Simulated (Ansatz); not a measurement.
Crystal: BiTe.

```
Bi Te
1.0
     2.42271    1.39875    3.31729
    -2.42271    1.39875    3.31729
     0.00000   -2.79750    3.31729
Bi Te
1 1
Cartesian
  0.0000 0.0000 4.9759
  0.0000 0.0000 0.0000
```

The cell comes from a database or a generator and needn't be the stable form of this composition.

* Program: Ansatz 0.2.0
* Task: single point
* Functional: PBE
* Potentials or basis: Ansatz PAW
* Cutoff: 420 eV (not typed: the program's choice for these potentials)
* k mesh: 7 × 7 × 7
* Occupations: fermi-dirac, width 0.05 eV
* Spin: no spin polarisation

On this cell: pressure 0.2 GPa; largest force under 0.003 eV/Å; band gap on the k mesh none (metal or under the smearing width).

The same run follows on a disturbed copy (atoms moved at random, drawn with an rms of 0.05 Å):

```
Bi Te
1.0
     2.42271    1.39875    3.31729
    -2.42271    1.39875    3.31729
     0.00000   -2.79750    3.31729
Bi Te
1 1
Direct
  0.50449 0.49986 0.49761
  0.99451 0.00737 0.00473
```

Q: What changes?

A: The energy (extrapolated to zero smearing) moves by +1.1 meV/atom; pressure 0.2 GPa; largest force 0.094 eV/Å; band gap on the k mesh none (metal or under the smearing width).

Forces on the atoms (eV/Å):
```
Bi  -0.082 -0.045  0.013
Te   0.082  0.045 -0.013
```

Stress tensor (GPa, compression positive):
```
 0.25  0.02 -0.02
 0.02  0.23 -0.01
-0.02 -0.01  0.11
```

Caveats: spin-orbit coupling is left out, which moves the levels of the heavy elements.
